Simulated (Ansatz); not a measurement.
# C₄H₆Si: up Jacob's ladder to CCSD(T)

An exercise on one series of results from a longer session: the logs are not shown, and one member is left open.

Program: Ansatz 0.2.0, Gaussian basis. Level of theory: functionals in def2-TZVPP, the program's frozen cores in correlated methods. These are calculated values, not measurements.

Plan: PBE-D4, r2SCAN-D4, PBE0-D4, B3LYP-D4, ωB97X-V, ωB97M-V, B2PLYP; CCSD(T)/def2-TZVPP; MP2/def2-QZVPP; extrapolation to the limit.

## The relaxed structure

All runs share one geometry, relaxed beforehand with PBE0-D4 in a triple-zeta def2 set.

SMILES `C#CC(=C)[SiH3]`, 11 atoms, charge 0, spin multiplicity 1.

Atoms are counted from 1 here; the program's logs count them from 0.

Bond lengths: C1–C2 1.204 Å, C1–H6 1.064 Å, C2–C3 1.419 Å, C3–C4 1.339 Å, C3–Si5 1.878 Å, C4–H7 1.084 Å, C4–H8 1.085 Å, Si5–H9 1.485 Å, Si5–H10 1.485 Å, Si5–H11 1.486 Å. Angles: C2–C1–H6 178.9°, C1–C2–C3 176.0°, C2–C3–C4 122.2°, C2–C3–Si5 116.6°, C4–C3–Si5 121.2°, C3–C4–H7 121.1°, C3–C4–H8 121.7°, H7–C4–H8 117.2°, C3–Si5–H9 110.1°, C3–Si5–H10 110.1°, C3–Si5–H11 108.2°, H9–Si5–H10 108.7°, H9–Si5–H11 109.9°, H10–Si5–H11 109.9°.

The first run:

File in.yaml:

```yaml
crystal:
  periodic: [false, false, false]
  atoms:
    - {symbol: C, position_ang: [-0.177431, 1.428312, 2.101872]}
    - {symbol: C, position_ang: [-0.246418, 0.636654, 1.197108]}
    - {symbol: C, position_ang: [-0.255629, -0.245868, 0.086480]}
    - {symbol: C, position_ang: [-1.091686, -1.288426, 0.009808]}
    - {symbol: Si, position_ang: [0.972372, 0.118575, -1.286656]}
    - {symbol: H, position_ang: [-0.131847, 2.117661, 2.911283]}
    - {symbol: H, position_ang: [-1.082138, -1.950976, -0.848337]}
    - {symbol: H, position_ang: [-1.804401, -1.507226, 0.798680]}
    - {symbol: H, position_ang: [2.358685, 0.071362, -0.756009]}
    - {symbol: H, position_ang: [0.723517, 1.471339, -1.846731]}
    - {symbol: H, position_ang: [0.800277, -0.908606, -2.346797]}
basis:
  gaussian: {orbitals: def2-TZVPP}
hamiltonian: {xc: pbe, dispersion: d4}
output: {forces: true, orbitals: {seedname: orbitals}}
```

On the command line:

```sh
> ansatz run in.yaml --threads 4 --pin off --events-out ev --progress --plain --max-ram 10444MiB
```

Among the steps run: PBE-D4 (GGA); r2SCAN-D4 (meta-GGA); PBE0-D4 (hybrid); B3LYP-D4 (hybrid); ωB97X-V (range-separated); ωB97M-V (range-separated); B2PLYP (double hybrid); CCSD(T) in def2-TZVPP; MP2 in def2-QZVPP.

One table of the session follows, with a row left open; its other results are not shown here.

It belongs to the step «Atomisation energies». 

| method | atomisation energy (kJ/mol) |
| --- | --- |
| PBE-D4 | 4552.9 |
| r2SCAN-D4 | 4460.3 |
| PBE0-D4 | 4472.7 |
| B3LYP-D4 | 4458.3 |
| ωB97X-V | 4443.8 |
| ωB97M-V | 4454.2 |
| B2PLYP | 4416.1 |
| HF/def2-TZVPP | ? |
| MP2/def2-TZVPP | 4416.3 |
| CCSD/def2-TZVPP | 4260.3 |
| CCSD(T)/def2-TZVPP | 4334.8 |
| MP2/CBS | 4523.7 |
| CCSD(T)/CBS | 4442.2 |

Estimate the missing values for HF/def2-TZVPP.

As computed: atomisation energy (kJ/mol): 3301.5. In the column «atomisation energy (kJ/mol)» it is the lowest.
